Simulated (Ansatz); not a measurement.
**CH6BN (SMILES CBN): HF/STO-3G**

Aim: the electronic atomisation energy of CH6BN at HF/STO-3G, from 5 runs. 

The calculation is run with Ansatz 0.2.0.

76 further runs of the same task are left out: 76 set aside as unsound or not needed.

## 1. The molecule

CH6BN: 9 atoms, total charge 0, spin state singlet. As SMILES, `CBN`. The shape is that of a PBE0-D4/def2-TZVP optimisation.

Bond lengths: C1–B2 1.568 Å, B2–N3 1.392 Å, C1–H4 1.096 Å, C1–H5 1.095 Å, C1–H6 1.094 Å, B2–H7 1.202 Å, N3–H8 1.005 Å, N3–H9 1.007 Å. Some angles: C1–B2–N3 122.0°, C1–B2–H7 121.0°, N3–B2–H7 117.0°, B2–C1–H4 110.3°, B2–C1–H5 110.4°, B2–C1–H6 114.3°, B2–N3–H8 123.2°, B2–N3–H9 123.1°, H4–C1–H5 105.5°, H4–C1–H6 108.0°.

## 2. A single-point energy at HF/STO-3G

File job.yaml:

```yaml
crystal:
  periodic: [false, false, false]
  atoms:
    - {symbol: C, position_ang: [-0.665300, 0.757700, -0.590300]}
    - {symbol: B, position_ang: [0.459400, -0.282900, -0.256200]}
    - {symbol: N, position_ang: [0.592800, -0.842800, 1.010700]}
    - {symbol: H, position_ang: [-1.291900, 0.390800, -1.410600]}
    - {symbol: H, position_ang: [-0.224600, 1.692200, -0.954300]}
    - {symbol: H, position_ang: [-1.319900, 0.998900, 0.252300]}
    - {symbol: H, position_ang: [1.248800, -0.632800, -1.092800]}
    - {symbol: H, position_ang: [1.306200, -1.511000, 1.244900]}
    - {symbol: H, position_ang: [-0.016800, -0.616400, 1.779200]}
basis:
  gaussian: {orbitals: STO-3G}
output: {orbitals: {seedname: orbitals}}
hamiltonian: {xc: hf}
accuracy: high
```

Launch:

```bash
ansatz run job.yaml --threads 1 --pin off --max-ram 3480MiB --events-out events.jsonl --progress --plain --runs-dir runs
```

The log of the run:

```text
Warning: RAYON_NUM_THREADS=1 ignored (pool sized by the plan → 1); use --threads N
Functional definition: HF
  name "HF"
  exchange = exact_x
  correlation = 0
398 factors; integrals over basis functions are off by at most 2.4e-8 eV
mean field evaluation 1: about -3238.8863 eV, gradient 1.4e1 eV
mean field evaluation 2: about -3238.9874 eV, gradient 1.4e1 eV
mean field evaluation 4: about -3239.7367 eV, gradient 1.2e0 eV
mean field evaluation 8: about -3239.7412 eV, gradient 6.1e-7 eV
mean field -3239.74116310 eV, -119.0582917684 hartree, gradient 6.4e-8 eV, S^2 0.000000; 0 other end points of the search recorded, 0 dependent functions left out
reference -3239.74116310 eV, -119.0582917684 hartree; 12, 12 occupied and 9, 9 virtual orbitals, 398 factors
Total energy: -3239.74116310 eV, -119.0582917684 hartree
```

It took 0.12 s on 1 thread of Arm Neoverse V2, shared host.

## 3. The B atom at the same level

File run.yaml:

```yaml
crystal:
  periodic: [false, false, false]
  atoms:
    - symbol: B
      position_ang: [0.000000, 0.000000, 0.000000]
basis:
  gaussian:
    orbitals: STO-3G
accuracy: high
hamiltonian:
  xc: hf
magnetization:
  spin_polarized: true
  initial_magnetization: 1
```

Run the same way, it converges to -24.14899 Eh (log not shown).

## 4. The C atom at the same level

File molecule.yaml:

```yaml
crystal:
  periodic: [false, false, false]
  atoms:
    - {symbol: C, position_ang: [0.000000, 0.000000, 0.000000]}
basis:
  gaussian: {orbitals: STO-3G}
magnetization: {spin_polarized: true, initial_magnetization: 2}
hamiltonian: {xc: hf}
accuracy: high
```

Run the same way, it converges to -37.19839 Eh (log not shown).

## 5. The H atom

File run.yaml:

```yaml
crystal:
  periodic: [false, false, false]
  atoms:
    - {symbol: H, position_ang: [0.000000, 0.000000, 0.000000]}
basis:
  gaussian:
    orbitals: STO-3G
magnetization:
  spin_polarized: true
  initial_magnetization: 1
hamiltonian:
  xc: hf
accuracy: high
```

Run the same way, it converges to -0.46658 Eh (log not shown).

## 6. The N atom

File in.yaml:

```yaml
crystal:
  periodic: [false, false, false]
  atoms:
    - {symbol: "N", position_ang: [0.000000, 0.000000, 0.000000]}
basis:
  gaussian:
    orbitals: STO-3G
magnetization:
  spin_polarized: true
  initial_magnetization: 3
hamiltonian:
  xc: hf
accuracy: high
```

Run the same way, it converges to -53.71901 Eh (log not shown).

## 7. Results

Level: HF/STO-3G.

```
                     quantity          value
       molecule: total energy  -119.05829 Eh
        molecule: HOMO energy       -9.97 eV
        molecule: LUMO energy        9.30 eV
      molecule: HOMO–LUMO gap       19.28 eV
         B atom: total energy   -24.14899 Eh
                 B atom: ⟨S²⟩          0.750
         C atom: total energy   -37.19839 Eh
                 C atom: ⟨S²⟩          2.000
         H atom: total energy    -0.46658 Eh
                 H atom: ⟨S²⟩          0.750
         N atom: total energy   -53.71901 Eh
                 N atom: ⟨S²⟩          3.750
electronic atomisation energy      32.447 eV
```

**Reading.** Taking the molecule apart into free atoms costs 32.45 eV (3131 kJ/mol), before zero-point energy and without spin-orbit coupling. Hartree–Fock lacks the correlation of the bonding pairs, which as a rule makes this value much too low; in minimal bases other errors can mask that. In a minimal basis such a difference can be off by several eV, whatever the method.
